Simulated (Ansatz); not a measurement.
# NbTeS: relaxing cell and atoms at 5 GPa

The start is NbTeS, a borrowed structure type, volume estimated. Where does it settle when we relax cell and atoms at 5 GPa, and what is it like there?

Computed, not measured: Ansatz 0.2.0, DFT, r2SCAN, no spin polarisation, plane waves, PAW.

### 1 The cell

It takes space group Immm (No. 71, orthorhombic). Conventional cell: a = 3.775 Å, b = 5.188 Å, c = 13.044 Å, α = 90.00°, β = 90.00°, γ = 90.00°. Nb (site symmetry mm2) has 4 Te at 2.83 Å and 4 S at 2.84 to 2.86 Å and 1 Nb at 3.21 Å as nearest neighbours. Around Te (site symmetry m2m) lie 2 Te at 2.44 to 2.75 Å and 4 Nb at 2.83 Å. S (site symmetry mm2) is surrounded by 4 Nb at 2.84 to 2.86 Å.

Its coordinates follow in the input file.

It starts from an earlier solution of the starting cell (checkpoint.read).

### 2 The relaxation

Contents of input.yaml:

```yaml
crystal:
  lattice:
    - [0.0, 0.0, 5.187901]
    - [3.774816, 0.0, 0.0]
    - [1.887408, 6.521933, -2.59395]
  atoms:
    - { symbol: Nb, position: [0.6232, 0.8768, 0.2464] }
    - { symbol: Nb, position: [0.3768, 0.1232, 0.7536] }
    - { symbol: Te, position: [0.235, 0.5, 0.0] }
    - { symbol: Te, position: [0.765, 0.5, 0.0] }
    - { symbol: S, position: [0.212, 0.788, 0.424] }
    - { symbol: S, position: [0.788, 0.212, 0.576] }
  symmetry: { tolerance: 0.0003 }
kpoints:
  mp_grid: { grid: [5, 5, 5], shift: [0, 0, 0] }
magnetization:
  spin_polarized: false
scf:
  occupations: { method: fermi_dirac }
  lower_state_search: "off"
hamiltonian:
  pseudopotentials: { kind: paw }
  xc: r2scan
basis:
  ecutwfc: 500
  fft_grid_basis: typed
relax:
  max_steps: 60
  cell: { p_target: 5.0 }
  f_tol: 0.03
output:
  forces: true
  stress: true
  eigenvalues: true
  bader: true
  populations: true
  elf: true
  write_potential: true
  volumetric_format: npy
  dos:
    e_range: [-12, 8]
    de: 0.05
    projected: { site_lists: { Nb: [Nb], S: [S], Te: [Te] } }
  write_density: true
checkpoint:
  read: saved_state
```

The run is started by

```bash
ansatz run input.yaml --threads 2 --pin off --max-ram 3584MiB --backend cpu --events-out ev --progress --plain --runs-dir out
```

The log of the run (excerpt; [...] marks lines left out):

```text
Warning: RAYON_NUM_THREADS=2 ignored (pool sized by the plan → 2); use --threads N
[...]
Pseudopotentials: kind: paw
Pseudopotential: Nb, paw, valence charge 13, recommended cutoff 500 eV (meta_gga), Nb.paw.azcp
Pseudopotential: Te, paw, valence charge 16, recommended cutoff 500 eV (meta_gga), Te.paw.azcp
Pseudopotential: S, paw, valence charge 6, recommended cutoff 500 eV (meta_gga), S.paw.azcp
Functional definition: r2SCAN
[...]
Crystal: 6 atoms, lattice volume = 127.721 Å³
Basis set: ecut = 500 eV, 3253 PW (Γ), exchange–correlation on 160×120×216 points (64 copies of the dense FFT grid, shifted against one another)
Bands: 42, of which v1, the nominal top of the filled ones, is band 35 counted from 1 (34 counted from 0)
Symmetry: 8 space group operations
Space group: Immm (ITA 71), of the structure as read, at distance tolerance 1.5e-3 Å
k-points: 27 of 125
[...]
SCF iter   1: F=-24929.085586 eV  HF=-24929.084146 eV  |F-HF|=1.44e-3  |Δ(HF+E_count)|=         —  Δρ=1.15e-3  dr2=1.70e-3  dr2_τ=1.27e-3  ethr=1.98e-6  ⟨swp⟩=2.7  Hψ=7298  notcnv=0
[...]
relax step   1: F+E_penalty+E_count = -24929.08664242 eV  Δ(F+E_penalty+E_count) = +0.000e0 eV  max|allowed force component| = 3.615e0 eV/Å  Δτ_max = 0.0000 Å  P = +2.584 GPa  Ω = 127.721 Å³  (6 SCF iters, dr2 threshold 1.00e-7 eV, accepted)
[...]
relax step   3: F+E_penalty+E_count = -24930.70475851 eV  Δ(F+E_penalty+E_count) = -9.676e-2 eV  max|allowed force component| = 3.543e-1 eV/Å  Δτ_max = 0.1820 Å  P = +10.191 GPa  Ω = 116.184 Å³  energy of the carried Pulay correction = +3.323e-3 eV  (8 SCF iters, dr2 threshold 6.00e-7 eV, accepted)
[...]
relax step   5: F+E_penalty+E_count = -24931.18353328 eV  Δ(F+E_penalty+E_count) = -1.118e-1 eV  max|allowed force component| = 2.218e-1 eV/Å  Δτ_max = 0.0323 Å  P = +5.547 GPa  Ω = 122.679 Å³  energy of the carried Pulay correction = +1.415e-3 eV  (7 SCF iters, dr2 threshold 6.00e-7 eV, accepted)
[...]
relax step   7: F+E_penalty+E_count = -24931.47182300 eV  Δ(F+E_penalty+E_count) = -1.514e-1 eV  max|allowed force component| = 1.196e-1 eV/Å  Δτ_max = 0.0660 Å  P = +6.543 GPa  Ω = 125.610 Å³  energy of the carried Pulay correction = +5.856e-4 eV  (7 SCF iters, dr2 threshold 6.00e-7 eV, accepted)
relax step   8: F+E_penalty+E_count = -24931.68151321 eV  Δ(F+E_penalty+E_count) = -2.097e-1 eV  max|allowed force component| = 3.803e-1 eV/Å  Δτ_max = 0.0493 Å  P = +5.961 GPa  Ω = 128.858 Å³  energy of the carried Pulay correction = -3.111e-4 eV  (7 SCF iters, dr2 threshold 6.00e-7 eV, accepted)
relax step   9: F+E_penalty+E_count = -24931.83157317 eV  Δ(F+E_penalty+E_count) = -1.501e-1 eV  max|allowed force component| = 2.039e-1 eV/Å  Δτ_max = 0.0262 Å  P = +5.820 GPa  Ω = 131.514 Å³  energy of the carried Pulay correction = -1.028e-3 eV  (8 SCF iters, dr2 threshold 6.00e-7 eV, accepted)
```

### 3 More of the same log

Output, continued:

```text
relax step  10: F+E_penalty+E_count = -24931.89063859 eV  Δ(F+E_penalty+E_count) = -5.907e-2 eV  max|allowed force component| = 4.229e-1 eV/Å  Δτ_max = 0.0516 Å  P = +5.726 GPa  Ω = 133.862 Å³  energy of the carried Pulay correction = -1.649e-3 eV  (7 SCF iters, dr2 threshold 6.00e-7 eV, rejected (line search))
relax step  11: F+E_penalty+E_count = -24931.91136501 eV  Δ(F+E_penalty+E_count) = -7.979e-2 eV  max|allowed force component| = 2.932e-1 eV/Å  Δτ_max = 0.0156 Å  P = +3.876 GPa  Ω = 133.906 Å³  energy of the carried Pulay correction = -1.661e-3 eV  (11 SCF iters, accepted)
relax step  12: F+E_penalty+E_count = -24931.89963189 eV  Δ(F+E_penalty+E_count) = +1.173e-2 eV  max|allowed force component| = 2.733e-2 eV/Å  Δτ_max = 0.0105 Å  P = +4.997 GPa  Ω = 133.257 Å³  energy of the carried Pulay correction = -1.490e-3 eV  (6 SCF iters, dr2 threshold 6.00e-7 eV, accepted)
relax step  13: F+E_penalty+E_count = -24931.88734022 eV  Δ(F+E_penalty+E_count) = +1.229e-2 eV  max|allowed force component| = 1.479e-2 eV/Å  Δτ_max = 0.0083 Å  P = +5.121 GPa  Ω = 132.860 Å³  energy of the carried Pulay correction = -1.385e-3 eV  (7 SCF iters, dr2 threshold 1.20e-8 eV, rejected (line search))
relax step  14: F+E_penalty+E_count = -24931.89560161 eV  Δ(F+E_penalty+E_count) = +4.030e-3 eV  max|allowed force component| = 1.020e-3 eV/Å  Δτ_max = 0.0041 Å  P = +4.999 GPa  Ω = 133.122 Å³  energy of the carried Pulay correction = -1.455e-3 eV  (9 SCF iters, accepted)
relax step  15: F+E_penalty+E_count = -24931.91814921 eV  Δ(F+E_penalty+E_count) = -2.255e-2 eV  max|allowed force component| = 1.688e-3 eV/Å  Δτ_max = 0.0000 Å  P = +5.230 GPa  Ω = 133.122 Å³  stress off target by 6.93e-1 GPa  SCF on the basis re-selected at this cell (its energy is not comparable with the rows above)  (8 SCF iters)
relax step  16: F+E_penalty+E_count = -24931.95843629 eV  Δ(F+E_penalty+E_count) = -4.029e-2 eV  max|allowed force component| = 4.526e-2 eV/Å  Δτ_max = 0.0090 Å  P = +4.877 GPa  Ω = 134.297 Å³  energy of the carried Pulay correction = -2.856e-4 eV  (7 SCF iters, dr2 threshold 6.00e-7 eV, accepted)
relax step  17: F+E_penalty+E_count = -24931.95877693 eV  Δ(F+E_penalty+E_count) = -3.406e-4 eV  max|allowed force component| = 4.936e-2 eV/Å  Δτ_max = 0.0063 Å  P = +4.990 GPa  Ω = 134.296 Å³  energy of the carried Pulay correction = -2.818e-4 eV  (6 SCF iters, dr2 threshold 2.53e-7 eV, accepted)
relax step  18: F+E_penalty+E_count = -24931.95918236 eV  Δ(F+E_penalty+E_count) = -4.054e-4 eV  max|allowed force component| = 4.860e-3 eV/Å  Δτ_max = 0.0031 Å  P = +5.008 GPa  Ω = 134.302 Å³  energy of the carried Pulay correction = -2.835e-4 eV  (6 SCF iters, dr2 threshold 1.52e-7 eV, accepted)
Basis set: ecut = 500 eV, 3439 PW (Γ), exchange–correlation on 216×108×200 points (64 copies of the dense FFT grid, shifted against one another)
iter 1 solved again at ethr=1.68e-7 eV; its pass at ethr=3.10e-3 eV (dr2=1.17e-4 eV) is discarded
SCF iter   1: F=-24931.959492 eV  HF=-24931.959490 eV  |F-HF|=2.63e-6  |Δ(HF+E_count)|=         —  Δρ=3.19e-5  dr2=1.48e-7  dr2_τ=1.25e-6  ethr=1.68e-7  ⟨swp⟩=4.1  Hψ=8143  notcnv=0
preconditioner: auto → Kerker (q_TF=auto, 2.448 Å⁻¹)  [metal: Δε(μ)=0.063 eV  Ē_g=7.228 eV  σ=0.100 eV  W_gap=0.16  n_scr=34 (ndim 8)  ℏωp=18.7 eV  f_vac=0.001  D(μ)=2.80/eV (n_scr^D=16)]
SCF iter   2: F=-24931.959490 eV  HF=-24931.959490 eV  |F-HF|=6.15e-7  |Δ(HF+E_count)|=   8.26e-8  Δρ=1.66e-5  dr2=5.19e-8  dr2_τ=7.36e-8  ethr=2.12e-10  ⟨swp⟩=2.3  Hψ=2052  notcnv=0
SCF iter   3: F=-24931.959490 eV  HF=-24931.959490 eV  |F-HF|=1.67e-9  |Δ(HF+E_count)|=   6.28e-7  Δρ=1.79e-6  dr2=6.23e-9  dr2_τ=9.44e-10  ethr=7.42e-11  ⟨swp⟩=2.0  Hψ=1821  notcnv=0
SCF iter   4: F=-24931.959490 eV  HF=-24931.959490 eV  |F-HF|=8.55e-10  |Δ(HF+E_count)|=  4.11e-10  Δρ=7.31e-7  dr2=2.61e-9  dr2_τ=1.52e-10  ethr=8.90e-12  ⟨swp⟩=2.4  Hψ=1758  notcnv=0
SCF iter   5: F=-24931.959490 eV  HF=-24931.959490 eV  |F-HF|=1.46e-10  |Δ(HF+E_count)|=  2.73e-10  Δρ=3.66e-7  dr2=4.29e-10  dr2_τ=3.40e-11  ethr=3.72e-12  ⟨swp⟩=2.0  Hψ=1369  notcnv=0
SCF iter   6: F=-24931.959490 eV  HF=-24931.959490 eV  |F-HF|=0.00e0  |Δ(HF+E_count)|=    0.00e0  Δρ=1.15e-7  dr2=1.71e-11  dr2_τ=2.39e-12  ethr=1.00e-12  ⟨swp⟩=6.0  Hψ=6223  notcnv=0
SCF 19 converged in 6 iterations: F = -24931.959490 eV  dr2 = 1.71e-11
relax step  19: F+E_penalty+E_count = -24931.95949023 eV  Δ(F+E_penalty+E_count) = -3.079e-4 eV  max|allowed force component| = 4.872e-3 eV/Å  Δτ_max = 0.0000 Å  P = +5.008 GPa  Ω = 134.302 Å³  stress off target by 2.28e-2 GPa  SCF on the basis re-selected at this cell (its energy is not comparable with the rows above)  (6 SCF iters)
basis re-selected at this cell: Δ(F+E_penalty+E_count) = -3.079e-4 eV, ΔP = +0.001 GPa vs the last step (what re-selecting the basis moved, of the pressure what is left beyond the Pulay correction that the steps carried, after the strain that the cell walked since its last selection, with what the two solves' SCF thresholds leave and, on support functions, any second-order correction that the steps lacked; it is no measure of the basis error at this ecutwfc). The dense FFT grid was sized anew with the basis: this SCF ran on 54×27×50 points, the steps before it on 50×27×50, so part of this shift can come from that change (see relax.cell in the input reference). This SCF's stress stands 2.28e-2 GPa from its target on what of the cell is left free (relax.cell.stress_tol is 5.00e-2 GPa) and its largest allowed force component is 4.87e-3 eV/Å (relax.f_tol is 3.00e-2 eV/Å): within both
SCF converged after 6 iterations
Free energy (F): -24931.959490 eV
Harris-Foulkes:  -24931.959490 eV  (|F-HF|=0.00e0)
Internal energy: -24931.861985 eV  (E = F + TS)
E sigma→0 (E₀):  -24931.910737 eV
Entropy (-TS):   -0.097506 eV (-16.251 meV/atom)
Fermi energy:    11.489151 eV
--- Per-component energies (eV) ---
  E_band       = -761.775691
  E_kinetic    = 1364.770459
  E_local      = -5015.866591  (includes V_loc(G=0)·N_el)
  E_nonlocal   = -324.893436
  E_hartree    = 2529.244673
  E_xc         = -754.931569
  E_vxc        = -886.940079  (∫ρ·V_xc dr)
  E_paw        = -16772.275246  (= ΣΔE_a)
  E_vpaw       = -1008.926806  (= ΣTr[D̂ρ^β])
  E_aug_tail   = -0.000067  (compensation charges beyond the density's cutoff)
  E_vtau       = 51.591436  (kinetic-family band-sum trace: ∫τ·v_τ [+ j·A + Jᵃ·Aᵃ] dr)
  E_ewald      = -5957.875523
  E_core_change = -0.034684  (= ΣΔE_core)
  E_smearing   = -0.097506  (= −TS)
  E_closure    = 0.000000  (closes the sum)
  Σ components = -24931.959490   (vs F -24931.959490, Δ=0.00e0)
--- Forces (eV/Å), atoms counted from 1 ---
  atom   1  Nb     0.00000000    -0.00131107    -0.00000000
  atom   2  Nb    -0.00000000     0.00131107     0.00000000
  atom   3  Te     0.00000000     0.00000000    -0.00005010
  atom   4  Te    -0.00000000    -0.00000000     0.00005010
  atom   5  S      0.00000000    -0.00487167    -0.00000000
  atom   6  S     -0.00000000     0.00487167     0.00000000
  max |Σ_I F_I| component: 6.78e-21 eV/Å
--- Stress (GPa, compression-positive) ---
        5.000972       0.000000       0.000000
        0.000000       5.022784       0.000000
        0.000000       0.000000       5.000550
  P = ⅓ Tr σ = 5.0081 GPa (50.081 kbar)
--- Band table (eV; the first three rows and the last of 27) ---
  k-point 0: bands = ["-45.9943", "-45.9467", "-26.3792", "-26.3708", "-26.3679", "-26.3619", "-26.3586", "-26.3556", "-26.3426", "-26.3370", "-26.3357", "-26.3119", "-21.4658", "-21.4204", "-21.4031", "-21.3571", "-21.3111", "-20.9824", "-2.9170", "-1.7243", "-0.6652", "-0.4221", "4.7890", "5.1452", "6.2463", "7.8518", "8.4023", "8.6178", "9.5654", "9.7385", "9.7871", "10.0309", "10.1214", "10.4929", "11.2732", "11.4640", "11.6679", "11.8897", "14.2008", "14.3807", "14.4192", "14.8571"]
  k-point 1: bands = ["-45.9942", "-45.9467", "-26.3792", "-26.3708", "-26.3679", "-26.3619", "-26.3586", "-26.3556", "-26.3426", "-26.3370", "-26.3356", "-26.3119", "-21.4670", "-21.4196", "-21.4018", "-21.3573", "-21.3109", "-20.9833", "-2.7651", "-1.7580", "-0.9633", "-0.4263", "5.0827", "5.6269", "6.3888", "7.8778", "8.2483", "8.4542", "9.0419", "9.3581", "9.7809", "9.8213", "10.4231", "10.4508", "11.1142", "11.2156", "11.8299", "12.0844", "13.7984", "14.1353", "14.5811", "14.6266"]
  k-point 2: bands = ["-45.9941", "-45.9468", "-26.3792", "-26.3708", "-26.3679", "-26.3619", "-26.3586", "-26.3556", "-26.3426", "-26.3370", "-26.3356", "-26.3119", "-21.4689", "-21.4184", "-21.3999", "-21.3576", "-21.3106", "-20.9848", "-2.3582", "-1.8131", "-1.5762", "-0.4329", "5.8547", "6.6987", "6.7048", "7.3167", "7.8978", "8.1621", "8.3975", "8.6059", "9.8807", "9.9536", "10.1968", "10.5788", "10.7747", "11.5271", "11.7296", "12.0951", "13.2608", "13.8534", "14.2753", "14.9952"]
  k-point 26: bands = ["-45.9819", "-45.9349", "-26.3728", "-26.3710", "-26.3699", "-26.3671", "-26.3474", "-26.3442", "-26.3436", "-26.3367", "-26.3269", "-26.3197", "-21.5649", "-21.4918", "-21.4364", "-21.3788", "-21.3727", "-20.9552", "-1.5726", "-1.5549", "-0.3337", "0.0658", "5.5439", "5.9912", "6.3888", "6.5489", "7.6956", "7.8140", "8.0508", "8.2655", "8.6719", "8.8601", "9.3960", "9.7727", "11.4018", "12.0247", "12.4542", "12.8597", "13.3963", "13.9504", "14.1265", "14.2948"]
--- Relaxed structure (17 steps of the walk, 15 accepted, 2 SCFs on fresh bases) ---
  F+E_penalty+E_count = -24931.95949023 eV   max|allowed force component| = 4.872e-3 eV/Å   (the final SCF, on the basis selected at the relaxed cell)
  cell:  # Å, volume = 134.3021 Å³
    - [-4.960004061644322e-34, -2.643406238623059e-7, 6.8960473465283645]
    - [3.4409744987691324, 1.6240708363523237e-33, 2.1656773906779854e-34]
    - [1.7204872493845662, 5.65980203808187, -3.4480234563115584]
  atoms:
    - { symbol: Nb, position: [0.6286688591923253, 0.8713311408076748, 0.2573377183846505] }
    - { symbol: Nb, position: [0.3713311408076747, 0.1286688591923253, 0.7426622816153494] }
    - { symbol: Te, position: [0.2496561794932029, 0.49999999999999994, 1.2492908791388377e-18] }
    - { symbol: Te, position: [0.750343820506797, 0.5, 1.8095138382414016e-18] }
    - { symbol: S, position: [0.22152793619728117, 0.7784720638027188, 0.4430558723945624] }
    - { symbol: S, position: [0.7784720638027189, 0.22152793619728114, 0.5569441276054375] }
--- Löwdin populations: 6 sites ---
  site symbol       q [e]
     0     Nb     12.6241
     1     Nb     12.6241
     2     Te     15.8228
     3     Te     15.8228
     4      S      6.3641
     5      S      6.3641
  spilling = 0.005400 (of n_electrons = 70.000000)
--- Bader charges: 6 sites ---
  site symbol  charge [e]  shift [e]
     0     Nb      1.4415     0.0010
     1     Nb      1.4415     0.0010
     2     Te     -0.4895     0.0003
     3     Te     -0.4895     0.0003
     4      S     -0.9520     0.0007
     5      S     -0.9520     0.0007
  estimated error of the sums over rays = 7.2e-4 e
```

Wall time 5.3 min (2 threads of Arm Neoverse V1, shared host); peak memory 0.83 GiB.

Step by step:

| step | energy from step 1 (eV/cell) | largest force component (eV/Å) | pressure (GPa) | volume (Å³) |
| --- | --- | --- | --- | --- |
| 1 | 0.0000 | 3.6151 | 2.58 | 127.72 |
| 2 | -1.5214 | 2.0410 | 5.52 | 123.26 |
| 3 | -1.6181 | 0.3543 | 10.19 | 116.18 |
| 4 | -1.9851 | 0.3245 | 5.48 | 121.92 |
| 5 | -2.0969 | 0.2218 | 5.55 | 122.68 |
| 6 | -2.2337 | 0.1172 | 5.94 | 124.04 |
| 7 | -2.3852 | 0.1196 | 6.54 | 125.61 |
| 8 | -2.5949 | 0.3803 | 5.96 | 128.86 |
| 9 | -2.7449 | 0.2039 | 5.82 | 131.51 |
| 10x | -2.8040 | 0.4229 | 5.73 | 133.86 |
| 11 | -2.8247 | 0.2932 | 3.88 | 133.91 |
| 12 | -2.8130 | 0.0273 | 5.00 | 133.26 |
| 13x | -2.8007 | 0.0148 | 5.12 | 132.86 |
| 14 | -2.8090 | 0.0010 | 5.00 | 133.12 |
| 15 | -2.8315 | 0.0017 | 5.23 | 133.12 |
| 16 | -2.8718 | 0.0453 | 4.88 | 134.30 |
| 17 | -2.8721 | 0.0494 | 4.99 | 134.30 |
| 18 | -2.8725 | 0.0049 | 5.01 | 134.30 |
| 19 | -2.8728 | 0.0049 | 5.01 | 134.30 |

Step 1 is the start. Steps 15, 19 repeat the geometry before on a plane-wave basis chosen anew for that cell, so the energy can jump there without any move; the table keeps such jumps. 2 steps were tried and not accepted (marked x).

| input's cell | before | after | change |
| --- | --- | --- | --- |
| a (Å) | 5.188 | 6.896 | +32.9 % |
| b (Å) | 3.775 | 3.441 | -8.8 % |
| c (Å) | 7.268 | 6.847 | -5.8 % |
| α (°) | 74.95 | 75.45 | +0.50° |
| β (°) | 110.91 | 120.24 | +9.33° |
| volume (Å³/atom) | 21.29 | 22.38 | +5.2 % |

The largest move, 0.11 Å, apart from the change of the cell, is shared by several atoms, S5 among them.

At a target of 5 GPa the walk lowers the enthalpy E + PV, so the energy alone may rise.

### 4 States by energy

Counts of states in windows (eV from the Fermi level; tetrahedra), total and projected:

| from | to | total | Nb d | S p | Te p |
| --- | --- | --- | --- | --- | --- |
| -7.0 | -6.0 | 0.24 | 0.05 | 0.05 | 0.12 |
| -6.0 | -5.0 | 4.33 | 0.95 | 1.13 | 1.88 |
| -5.0 | -4.0 | 3.82 | 1.02 | 1.59 | 0.99 |
| -4.0 | -3.0 | 6.12 | 1.69 | 2.61 | 1.38 |
| -3.0 | -2.0 | 4.79 | 1.29 | 1.63 | 1.58 |
| -2.0 | -1.0 | 3.91 | 1.10 | 1.37 | 1.25 |
| -1.0 | 0.0 | 2.77 | 1.33 | 0.63 | 0.61 |
| 0.0 | 1.0 | 3.84 | 2.92 | 0.40 | 0.25 |
| 1.0 | 2.0 | 3.74 | 2.58 | 0.38 | 0.56 |

The bands computed are complete only to about 2.7 eV above the Fermi level.

### 5 Charges

By element, from the tables in the log (a charge is positive for electrons lost): Löwdin charges also hold the electrons that the projection spills.

| element | atoms | Bader charge (e) | Bader volume (Å³) | Löwdin charge (e) |
| --- | --- | --- | --- | --- |
| Nb | 2 | +1.44 | 14.3 | +0.38 |
| Te | 2 | -0.49 | 28.0 | +0.18 |
| S | 2 | -0.95 | 24.9 | -0.36 |

The Löwdin projection spills 0.5 % of the electrons and depends on the orbitals chosen; where it disagrees with Bader's partition, neither is an observable.

### 6 Fields in real space

Maps in the plane spanned by b and c at height 0.250 along a (axes of the input's cell), one cell: b runs left to right (10 points from zero), c bottom to top (21 points), 75° apart. Inside the augmentation spheres the fields are the smooth ones.

Valence density. Ten steps from '0' (0.05 e/Å³) to '9' (17.60 e/Å³), finer at the low end (step k begins (100^(k/10) - 1)/99 of the way up):
```
1124798531
1112466421
1112233321
1111122211
3332111112
3553111112
3554211112
2443222222
2232233333
3211234444
3211134324
3200124324
3200013444
2100001233
1000000111
0000000000
0011111000
0112332100
0124664210
0125897421
1125999521
```

ELF. Ten even steps from '0' (0.01) to '9' (0.90):
```
2464100355
2266422466
2137655675
1113677763
4542245432
5885112211
4785124421
2564247774
4232389898
8411599569
9721698107
9831599416
9830279989
9720038999
7300002688
1012310123
0156765200
1466666630
1565335651
1553001563
2453000354
```

Atoms within 0.2 Å of the plane, in fractions of b and c: Te at (0.50, 0.00), S at (0.78, 0.44).

Along short contacts, where the density is least:

| contact | length (Å) | minimum at (fraction) | density (e/Å³) | ELF |
| --- | --- | --- | --- | --- |
| Nb1–S6 | 2.416 | 0.50 | 0.599 | 0.45 |
| Nb1–Te3 | 2.839 | 0.47 | 0.357 | 0.41 |

```
fraction  Nb1–S6  Nb1–Te3
     0.2    4.52     3.79
     0.3    2.24     1.25
     0.4   0.845    0.422
     0.5   0.599    0.368
     0.6   0.795    0.521
     0.7    1.15    0.953
     0.8    1.13     4.65
```

(Smooth valence density in e/Å³ at fractions of each contact.)

### 7 Results

| quantity | value |
| --- | --- |
| moves | 14 |
| largest move | 0.11 Å (S) |
| space group (0.01 Å), before / after | Immm / Immm |
| cell | a = 6.896 Å, b = 3.441 Å, c = 6.847 Å, α = 75.45°, β = 120.24°, γ = 90.00° |
| volume | 22.38 Å³/atom (+5.2 %) |
| pressure at the end | 5.01 GPa |
| character | metal |
| density of states, mean within 0.25 eV of the Fermi level | 2.4 per eV per cell |
| Bader charges | Nb +1.44, Te -0.49, S -0.95 e |

**Reading.** The volume grew by 5.2 %, and the largest move of an atom is 0.11 Å apart from the change of the cell. The shape changed more than that tells: the edges moved by +33, -9, -6 %. The run held to 8 symmetry operations, so a lower structure without them is not ruled out. It is a metal; within 0.25 eV of the Fermi level the density of states averages 2.4 per eV per cell, mostly Nb d (74 %) and S p (14 %). Nb loses most charge (+1.44 e on average) and S gains most (-0.95 e).

Keep in mind: the k mesh is coarse for a cell without a gap.
